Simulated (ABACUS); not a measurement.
Something may be wrong with this ABACUS 3.10.1 calculation of TaN.

INPUT

```
INPUT_PARAMETERS
suffix              TaN
calculation         scf
basis_type          lcao
pseudo_dir          ./
orbital_dir         ./
symmetry            1
dft_functional      pbesol
ecutwfc             100
pseudo_rcut         7
nspin               1
nbands              13
ks_solver           genelpa
smearing_method     fd
smearing_sigma      0.00367493
scf_thr             1e-07
scf_nmax            50
mixing_type         broyden
mixing_beta         0.7
cal_force           1
cal_stress          1
out_mul             1
gamma_only          1
```

File STRU:

```
ATOMIC_SPECIES
Ta 180.9479 Ta.upf
N 14.0070 N.upf

NUMERICAL_ORBITAL
Ta_confined-atom_7au_3s2p2d1f.orb
N_confined-atom_6au_2s2p1d.orb

LATTICE_CONSTANT
1.8897261246

LATTICE_VECTORS
0.0000000000 2.1790013100 2.1790013100
2.1790013100 0.0000000000 2.1790013100
2.1790013100 2.1790013100 0.0000000000

ATOMIC_POSITIONS
Direct

Ta
0.0
1
0.5000000000 0.5000000000 0.5000000000 1 1 1

N
0.0
1
0.0000000000 0.0000000000 0.0000000000 1 1 1
```

The input KPT:

```
K_POINTS
0
Gamma
7 7 7 0 0 0
```

Potentials or basis: PseudoDojo NC SR 0.4.1 PBE standard, DZP LCAO (the cutoffs set its grid).

Run with:

```console
$ OMP_NUM_THREADS=4 abacus > log
```

running log:

```text
ABACUS v3.10.1

               Atomic-orbital Based Ab-initio Computation at UStc

 ------------------------------------------------------------------------------------

 READING GENERAL INFORMATION
                           global_out_dir = OUT.TaN/
                           global_in_card = INPUT
                               pseudo_dir = ./
                              orbital_dir = ./
                                    DSIZE = 1
                                    GSIZE = 1

[... 503 lines left out ...]
 E_Fermi        1.4549434251         19.7955208495
----------------------------------------------------------

 charge density convergence is achieved
 final etot is -2032.2553872 eV
 EFERMI = 19.79552085 eV

[... 16 lines left out ...]
 correction force for each atom along direction 1 is -1.08521e-14
 correction force for each atom along direction 2 is -2.88654e-14
 correction force for each atom along direction 3 is 4.15785e-14
------------------------------------------------------------------------------------------
 TOTAL-FORCE (eV/Angstrom)
------------------------------------------------------------------------------------------
                       Ta1         0.0000000000         0.0000000000         0.0000000000
                        N1         0.0000000000         0.0000000000         0.0000000000
------------------------------------------------------------------------------------------

----------------------------------------------------------------
 TOTAL-STRESS (KBAR)
----------------------------------------------------------------
      1258.8351354456        -0.0000000000         0.0000000000
        -0.0000000000      1258.8351354456         0.0000000000
        -0.0000000000         0.0000000000      1258.8351354456
----------------------------------------------------------------
 TOTAL-PRESSURE: 1258.835135 KBAR

 --------------------------------------------
 !FINAL_ETOT_IS -2032.2553871720826919 eV
 --------------------------------------------
```

On the terminal:

```text
ABACUS v3.10.1
[... 62 lines left out ...]
----------------------------------------------------------------
 TOTAL-PRESSURE: 1258.835135 KBAR
```

Q: Diagnose the run.

A: The calculation finished and met its thresholds. The input holds a flaw that was put in on purpose: gamma_only with plane waves or a mesh (gamma_only = 1). The program doesn't stop on it, so the numbers can't be trusted though the run ends normally.
